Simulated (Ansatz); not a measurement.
# GeSiH6S (SMILES [SiH3][S][GeH3]): levels of theory compared

We compute a comparison of 6 runs (HF/STO-3G, B3LYP/6-31G*, B3LYP/6-31G**, PBE0/def2-SVP, PBE/def2-TZVP, CCSD/cc-pVDZ) of GeSiH6S. 

Program for the calculation: Ansatz 0.2.0.

### 1 The molecule

GeSiH6S: 9 atoms, total charge 0, spin state singlet. As SMILES, `[SiH3][S][GeH3]`. Geometry: relaxed at PBE0-D4/def2-TZVP.

Bond lengths: Si1–S2 2.131 Å, S2–Ge3 2.227 Å, Si1–H4 1.487 Å, Si1–H5 1.483 Å, Si1–H6 1.487 Å, Ge3–H7 1.533 Å, Ge3–H8 1.536 Å, Ge3–H9 1.536 Å. Some angles: Si1–S2–Ge3 98.2°, S2–Si1–H4 111.1°, S2–Si1–H5 106.5°, S2–Si1–H6 111.1°, S2–Ge3–H7 105.6°, S2–Ge3–H8 109.6°, S2–Ge3–H9 109.7°, H4–Si1–H5 109.9°, H4–Si1–H6 108.3°, H5–Si1–H6 109.9°.

### 2 Energy and forces at HF/STO-3G (run 1)

Contents of in.yaml:

```yaml
crystal:
  periodic: [false, false, false]
  atoms:
    - {symbol: Si, position_ang: [-0.690300, 1.165700, -0.913000]}
    - {symbol: S, position_ang: [1.295500, 0.504400, -0.512700]}
    - {symbol: Ge, position_ang: [0.800800, -1.155800, 0.886500]}
    - {symbol: H, position_ang: [-1.504200, 0.078200, -1.516900]}
    - {symbol: H, position_ang: [-0.573400, 2.297200, -1.864400]}
    - {symbol: H, position_ang: [-1.365000, 1.618900, 0.331700]}
    - {symbol: H, position_ang: [2.145300, -1.774700, 1.284200]}
    - {symbol: H, position_ang: [-0.088700, -2.184900, 0.172000]}
    - {symbol: H, position_ang: [0.068500, -0.595400, 2.115500]}
basis:
  gaussian:
    orbitals: STO-3G
hamiltonian:
  xc: hf
accuracy: high
output:
  forces: true
  orbitals: {seedname: orbitals}
```

Launch:

```console
$ ansatz run in.yaml --threads 1 --pin off --max-ram 2610MiB --events-out events.jsonl --progress --plain --runs-dir runs
```

The program printed:

```text
Warning: RAYON_NUM_THREADS=1 ignored (pool sized by the plan → 1); use --threads N
Functional definition: HF
  name "HF"
  exchange = exact_x
  correlation = 0
727 factors; integrals over basis functions are off by at most 5.8e-9 eV
mean field evaluation 1: about -74396.7194 eV, gradient 1.5e1 eV
mean field evaluation 2: about -74396.7458 eV, gradient 1.5e1 eV
mean field evaluation 4: about -74397.9808 eV, gradient 9.5e-1 eV
mean field evaluation 8: about -74397.9866 eV, gradient 9.0e-7 eV
mean field -74397.98663431 eV, -2734.0755800442 hartree, gradient 3.9e-8 eV, S^2 0.000000; 0 other end points of the search recorded, 0 dependent functions left out
the calculation of the forces begins
reference -74397.98663431 eV, -2734.0755800442 hartree; 34, 34 occupied and 8, 8 virtual orbitals, 727 factors
Total energy: -74397.98663431 eV, -2734.0755800442 hartree
Atom 0 at    -0.690300     1.165700    -0.913000 Å, force    -0.698882     0.431468    -0.305576 eV/Å
Atom 1 at     1.295500     0.504400    -0.512700 Å, force    -0.915888    -0.588875     0.551015 eV/Å
Atom 2 at     0.800800    -1.155800     0.886500 Å, force     0.127149    -0.523022     0.418092 eV/Å
Atom 3 at    -1.504200     0.078200    -1.516900 Å, force     0.851851     1.256765     0.651140 eV/Å
Atom 4 at    -0.573400     2.297200    -1.864400 Å, force    -0.311415    -1.219836     1.039826 eV/Å
Atom 5 at    -1.365000     1.618900     0.331700 Å, force     0.697471    -0.473615    -1.421069 eV/Å
Atom 6 at     2.145300    -1.774700     1.284200 Å, force    -1.860381     0.677151    -0.403355 eV/Å
Atom 7 at    -0.088700    -2.184900     0.172000 Å, force     1.160986     1.285924     1.039771 eV/Å
Atom 8 at     0.068500    -0.595400     2.115500 Å, force     0.949110    -0.845958    -1.569846 eV/Å
Dipole moment:    -0.197560    -0.085250     0.084427 e Å
```

Run time: 1.4 s. Hardware: 1 thread of Arm Neoverse V1, shared host; peak memory 0.3 GiB.

### 3 Energy and forces at B3LYP/6-31G(d) (Cartesian functions) (run 2)

Contents of run.yaml:

```yaml
crystal:
  periodic: [false, false, false]
  atoms:
    - {symbol: Si, position_ang: [-0.690300, 1.165700, -0.913000]}
    - {symbol: S, position_ang: [1.295500, 0.504400, -0.512700]}
    - {symbol: Ge, position_ang: [0.800800, -1.155800, 0.886500]}
    - {symbol: H, position_ang: [-1.504200, 0.078200, -1.516900]}
    - {symbol: H, position_ang: [-0.573400, 2.297200, -1.864400]}
    - {symbol: H, position_ang: [-1.365000, 1.618900, 0.331700]}
    - {symbol: H, position_ang: [2.145300, -1.774700, 1.284200]}
    - {symbol: H, position_ang: [-0.088700, -2.184900, 0.172000]}
    - {symbol: H, position_ang: [0.068500, -0.595400, 2.115500]}
basis:
  gaussian:
    orbitals: "6-31G*"
hamiltonian:
  xc: {name: B3LYP}
accuracy: high
output:
  forces: true
  orbitals: {seedname: orbitals}
```

Launch:

```console
$ ansatz run run.yaml --threads 1 --pin off --max-ram 2610MiB --events-out events.jsonl --progress --plain --runs-dir runs
```

The program printed (excerpt; [...] marks lines left out):

```text
Warning: RAYON_NUM_THREADS=1 ignored (pool sized by the plan → 1); use --threads N
Functional definition: B3LYP
  name "B3LYP"
[...]
1781 factors; integrals over basis functions are off by at most 4.6e-9 eV
[...]
mean field -75323.60047132 eV, -2768.0912611509 hartree, gradient 2.2e-8 eV, S^2 0.000000; 0 other end points of the search recorded, 0 dependent functions left out
[...]
reference -75323.60051681 eV, -2768.0912628224 hartree; 34, 34 occupied and 51, 51 virtual orbitals, 1781 factors
Total energy: -75323.60051681 eV, -2768.0912628224 hartree
Atom 0 at    -0.690300     1.165700    -0.913000 Å, force    -0.261738     0.141676    -0.096492 eV/Å
Atom 1 at     1.295500     0.504400    -0.512700 Å, force     0.400556     0.153092    -0.155981 eV/Å
Atom 2 at     0.800800    -1.155800     0.886500 Å, force     0.017831    -0.203593     0.165743 eV/Å
Atom 3 at    -1.504200     0.078200    -1.516900 Å, force    -0.042317     0.006850    -0.013855 eV/Å
Atom 4 at    -0.573400     2.297200    -1.864400 Å, force    -0.027487     0.014770    -0.009673 eV/Å
Atom 5 at    -1.365000     1.618900     0.331700 Å, force    -0.041108     0.017053    -0.000603 eV/Å
Atom 6 at     2.145300    -1.774700     1.284200 Å, force     0.098256    -0.059430     0.041216 eV/Å
Atom 7 at    -0.088700    -2.184900     0.172000 Å, force    -0.078104    -0.099868    -0.043927 eV/Å
Atom 8 at     0.068500    -0.595400     2.115500 Å, force    -0.065890     0.029450     0.113571 eV/Å
Dipole moment:    -0.222857    -0.155931     0.144010 e Å
```

It took 14 s on 1 thread of Arm Neoverse V1, shared host; peak memory 0.31 GiB.

Runs 3 to 5 aren't shown in full; the table further down has their settings and results.

### 4 Energy and forces at CCSD/cc-pVDZ (run 6)

Contents of in.yaml:

```yaml
basis:
  gaussian:
    orbitals: cc-pVDZ
crystal:
  periodic: [false, false, false]
  atoms:
    - symbol: Si
      position_ang: [-0.690300, 1.165700, -0.913000]
    - symbol: S
      position_ang: [1.295500, 0.504400, -0.512700]
    - symbol: Ge
      position_ang: [0.800800, -1.155800, 0.886500]
    - symbol: H
      position_ang: [-1.504200, 0.078200, -1.516900]
    - symbol: H
      position_ang: [-0.573400, 2.297200, -1.864400]
    - symbol: H
      position_ang: [-1.365000, 1.618900, 0.331700]
    - symbol: H
      position_ang: [2.145300, -1.774700, 1.284200]
    - symbol: H
      position_ang: [-0.088700, -2.184900, 0.172000]
    - symbol: H
      position_ang: [0.068500, -0.595400, 2.115500]
correlation:
  method: ccsd
  frozen_orbitals: {Ge: 9, H: 0, S: 5, Si: 5}
accuracy: high
scf:
  omitted_lower_state_checks: [cluster_reference, increment]
output:
  forces: true
  orbitals: {seedname: orbitals}
```

Launch:

```console
$ ansatz run in.yaml --threads 1 --pin off --max-ram 2610MiB --events-out events.jsonl --progress --plain --runs-dir runs
```

The program printed:

```text
Warning: RAYON_NUM_THREADS=1 ignored (pool sized by the plan → 1); use --threads N
[... 11 lines left out ...]
19 core orbitals not correlated: weight in the atoms' cores, before any rotation towards them, 1.000 or more for the frozen orbitals, at most 0.000 for the correlated occupied ones
[... 23 lines left out ...]
Total energy: -75259.62356606 eV, -2765.7401532478 hartree
[... 9 lines left out ...]
Dipole moment:    -0.164167    -0.143116     0.129102 e Å
Checks for a lower state left out: cluster_reference, increment
```

It took 59 s on 1 thread of Arm Neoverse V1, shared host; peak memory 0.72 GiB.

### 5 The series

| run | level | Cartesian functions | frozen core orbitals | energy (Eh) | dipole moment (D) | HOMO energy (eV) | LUMO energy (eV) | wall time |
| --- | --- | --- | --- | --- | --- | --- | --- | --- |
| 1 | HF/STO-3G | no | – | -2734.075580 | 1.11 | -6.82 | 10.17 | 1.4 s |
| 2 | B3LYP/6-31G* (Cartesian functions) | yes | – | -2768.091263 | 1.48 | -6.97 | -0.45 | 14 s |
| 3 | B3LYP/6-31G** (spherical functions) | no | – | -2768.088898 | 1.50 | -6.95 | -0.45 | 17 s |
| 4 | PBE0/def2-SVP | no | – | -2767.316820 | 1.32 | -7.31 | -0.04 | 14 s |
| 5 | PBE/def2-TZVP | no | – | -2767.696762 | 1.08 | -6.19 | -1.11 | 25 s |
| 6 | CCSD/cc-pVDZ | no | 19 | -2765.740153 | 1.22 | -10.06 | 3.18 | 59 s |

### 6 Results

| quantity | value |
| --- | --- |
| run 6: total energy | -2765.74015 Eh |
| run 6: dipole moment (correlated density) | 1.22 D |
| run 6: HOMO energy (Hartree–Fock orbitals) | -10.06 eV |
| run 6: LUMO energy (Hartree–Fock orbitals) | 3.18 eV |
| run 6: HOMO–LUMO gap (Hartree–Fock orbitals) | 13.24 eV |
| run 6: correlation energy (19 core orbitals frozen) | -413.8 mEh |
| run 6: T1 diagnostic | 0.009 |
| run 6: largest force on an atom | 0.622 eV/Å |

What this shows: The dipole moment (its size) runs from 1.08 D (PBE/def2-TZVP) to 1.50 D (B3LYP/6-31G**). The two ends differ in method and basis. Over runs 1, 2, 3, 4, 5 the HOMO–LUMO gap runs from 5.07 eV (PBE/def2-TZVP) to 16.98 eV (HF/STO-3G). Totals of different functionals can't be ranked against each other. In run 1 the basis is minimal, so the values are rough. All runs together took 2.2 min, the longest 59 s.
